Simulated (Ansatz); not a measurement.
# SiGeHCl+ (quartet): the correlation ladder, cc-pVDZ

Aim: climb from Hartree-Fock through coupled cluster for SiGeHCl+ (quartet) at one geometry and basis, and see what each rung misses.

Method: cc-pVDZ, core rule «outside noble gas», up to 24 orbitals frozen; program: Ansatz 0.2.0, Gaussian basis.

The runs, in order: UHF; CCSD(T) on ROHF; CCSD(T) on UHF; BCCD(T) on ROHF; CISD; CCSDT(Q) on ROHF; CCSDT(Q) on UHF.

11 further runs of the same task are left out: 5 that didn't finish, 6 set aside as unsound or not needed.

## (1) The geometry

The geometry is a PBE0/def2-TZVP stationary point (not a proven minimum) of the parent state, kept for this charge and spin. No spin-orbit coupling is included. The filled d shell of Ge may be among the frozen orbitals whatever the setting's name suggests; the logs give the count.

4 atoms, charge 1, spin multiplicity 4.

Atoms are counted from 1 here; the program's logs count them from 0.

Bond lengths: Cl1–Si2 2.069 Å, Si2–Ge3 2.371 Å, Ge3–H4 1.588 Å. Angles: Cl1–Si2–Ge3 112.3°, Si2–Ge3–H4 91.8°.

## (2) UHF

The input, in.yaml:

```yaml
crystal:
  periodic: [false, false, false]
  atoms:
    - {symbol: Cl, position_ang: [0.000000, -0.382311, 2.311758]}
    - {symbol: Si, position_ang: [0.000000, 0.931704, 0.714235]}
    - {symbol: Ge, position_ang: [0.000000, -0.190088, -1.374347]}
    - {symbol: H, position_ang: [0.000000, 1.185259, -2.168645]}
basis:
  gaussian: {orbitals: cc-pVDZ}
total_charge: 1
magnetization: {spin_polarized: true, initial_magnetization: 3}
hamiltonian: {xc: hf}
output: {orbitals: {seedname: orbitals}}
```

The run is started by

```console
$ ansatz run in.yaml --threads 1 --pin off --events-out ev --progress --plain --max-ram 4096MiB --backend cpu
```

Further steps of the session: CCSD(T) on ROHF; CCSD(T) on UHF; BCCD(T) on ROHF; CISD; CCSDT(Q) on ROHF; CCSDT(Q) on UHF.

Q: Predict the results of all the runs planned. Wanted: UCCSDT(Q) from the RHF energy; RMP2 from UCCSDT(Q); UMP2 from UCCSDT(Q); RCCSD from UCCSDT(Q); RCCSD(T) from UCCSDT(Q); UCCSD(T) from UCCSDT(Q); RCCSDT(Q) from UCCSDT(Q); T1 diagnostic.

As calculated:

| quantity | value |
| --- | --- |
| UCCSDT(Q) from the ROHF energy | -8.3897 eV |
| RMP2 from UCCSDT(Q) | +1434.9 meV |
| UMP2 from UCCSDT(Q) | +1428.8 meV |
| RCCSD from UCCSDT(Q) | +383.6 meV |
| RCCSD(T) from UCCSDT(Q) | +88.3 meV |
| UCCSD(T) from UCCSDT(Q) | +78.4 meV |
| RCCSDT(Q) from UCCSDT(Q) | +16.5 meV |
| levels within 1 kcal/mol (43 meV) | RCCSDT, UCCSDT, RCCSDT(Q) |
| T1 diagnostic | 0.037 |

In words: RCCSD(T) misses by +88.3 meV, 1.1 % of the correlation energy. These misses are within one basis, not against nature; the frozen cores of restricted and unrestricted runs differ, which can shift their rows.

With open shells the CI space here admits some triples and quadruples, so it is larger than plain CISD.
